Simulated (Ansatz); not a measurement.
# AlCl3F3P: the cost of one run

The runs use Ansatz 0.2.0, Gaussian basis; the settings change from run to run.

## (1) The relaxed structure

The structure was relaxed beforehand with PBE0-D4 in a triple-zeta def2 set.

SMILES `F[P+](F)(F)[Al-]([Cl])([Cl])[Cl]`, 8 atoms, charge 0, spin multiplicity 1.

Atoms are counted from 1 here; the program's logs count them from 0.

Bond lengths: F1–P2 1.542 Å, P2–F3 1.542 Å, P2–F4 1.542 Å, P2–Al5 2.518 Å, Al5–Cl6 2.095 Å, Al5–Cl7 2.095 Å, Al5–Cl8 2.095 Å. Angles: F1–P2–F3 100.7°, F1–P2–F4 100.7°, F1–P2–Al5 117.2°, F3–P2–F4 100.7°, F3–P2–Al5 117.3°, F4–P2–Al5 117.2°, P2–Al5–Cl6 97.0°, P2–Al5–Cl7 97.0°, P2–Al5–Cl8 97.0°, Cl6–Al5–Cl7 118.5°, Cl6–Al5–Cl8 118.5°, Cl7–Al5–Cl8 118.5°.

## (2) B97/cc-pVDZ

Options: a point charge of -1.00 e beside it.

File in.yaml:

```yaml
crystal:
  periodic: [false, false, false]
  atoms:
    - {symbol: F, position_ang: [1.038974, -1.138668, 1.650254]}
    - {symbol: P, position_ang: [0.838402, -0.668428, 0.195844]}
    - {symbol: F, position_ang: [0.852945, -2.019248, -0.547019]}
    - {symbol: F, position_ang: [2.250547, -0.144965, -0.133653]}
    - {symbol: Al, position_ang: [-1.098115, 0.875584, -0.257144]}
    - {symbol: Cl, position_ang: [-0.491143, 2.424660, 1.015404]}
    - {symbol: Cl, position_ang: [-0.779640, 1.089118, -2.316293]}
    - {symbol: Cl, position_ang: [-2.611960, -0.418052, 0.392597]}
basis:
  gaussian: {orbitals: cc-pVDZ, point_charges: [{charge: -1.00, position_ang: [5.107, 0.076, -0.364]}]}
hamiltonian: {xc: {name: B97}}
output: {forces: true}
```

Launch:

```
$ ansatz run in.yaml --threads 4 --pin off --events-out ev --progress --plain --max-ram 11315MiB
```

What time and memory should one allow on 4 threads of Intel Xeon at 2.50GHz, shared host?

About 11 s, with a peak of 0.52 GiB.
